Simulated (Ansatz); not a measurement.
# TiRh, space group P4/mmm: a check of PAW against all-electron LAPW

With Ansatz's Python interface.

The cells in order, each with its output:

In [1]:
```python
import ansatz
import numpy as np
from tabulate import tabulate
```

In [2]:
```python
def count_gap(report):
    # lowest empty less highest filled band, counting bands; zero where they overlap
    return max(report.get("gap_by_band_count_ev") or 0.0, 0.0)
```

In [3]:
```python
lattice = ansatz.Lattice.of(
    (2.988, 0.0, 0.0),
    (0.0, 2.988, 0.0),
    (0.0, 0.0, 3.35),
)
sites = [
    ("Ti", (0.5, 0.5, 0.5)),
    ("Rh", (0.0, 0.0, 0.0)),
]
xtal = ansatz.Crystal(lattice=lattice)
for symbol, position in sites:
    xtal = xtal.atom(symbol, position)
```

In [4]:
```python
calc = (
    xtal.calculation()
    .occupations("fermi_dirac", width=0.1)
    .kpoints(10, 10, 9)
    .functional(ansatz.Functional.PBESOL)
    .stress()
    .forces()
    .band_table()
)
variants = {
    "PAW": calc.pseudopotentials("paw"),
    "LAPW": calc.pseudopotentials("all_electron", lapw=True),
}
# totals differ by the cores that each treatment holds, so compare what does not depend on them
rows = []
for label, variant in variants.items():
    data = variant.run(threads=1).report
    levels = np.array(data["eigenvalues_ev"][0]) - data["fermi_energy_ev"]
    print(label, "levels at the first k-point near E_F:", np.round(levels[np.abs(levels) < 5], 3))
    rows.append((label, data["n_electrons"], np.trace(data["stress_gpa"]) / 3, count_gap(data)))
print(tabulate(rows, headers=["treatment", "electrons in bands", "P GPa", "gap by band count eV"], floatfmt=".4f", tablefmt="simple"))
```
```text
DeckWarning: basis.ecutwfc = 420 eV, auto-derived from the records' recommended cutoffs: set by Ti (normal level)
PAW levels at the first k-point near E_F: [-2.431 -2.431 -1.753  0.333  1.23   2.548  2.652  2.652]
LAPW levels at the first k-point near E_F: [-2.431 -2.431 -1.752  0.335  1.232  2.548  2.653  2.653]
treatment      electrons in bands    P GPa    gap by band count eV
-----------  --------------------  -------  ----------------------
PAW                       29.0000  -6.5923                  0.0000
LAPW                      39.0000  -6.6035                  0.0000
```

PAW gives -6.592 GPa and LAPW -6.603 GPa, 0.011 GPa apart. They took 2.8 and 38.8 s of processor time.

Spin is left out of this run. The computed bands are complete only to about 1.6 eV above the Fermi level. The mesh is modest for a metal, so energies can be off by several to tens of meV an atom and pressures by half a GPa or more; differences at equal mesh fare better. A gap by band count of zero or less means overlapping bands, a metal, and at an odd count of electrons it is no gap at all. At these settings the cell as given stands under about -7 GPa, so it isn't at this functional's equilibrium volume. The structure is a deposited one; some such entries were measured under pressure or heat, so a shift against it needn't be the functional's error alone. Levels are Kohn-Sham eigenvalues on this mesh, without spin-orbit coupling. Warnings are shown shortened and without file and line. Pressure is positive in compression; the treatments may keep other shells as core, so totals and counts of electrons can differ. Run time: 43 s on 1 thread of Arm Neoverse V1, with other jobs on the host, peak memory 0.69 GiB.
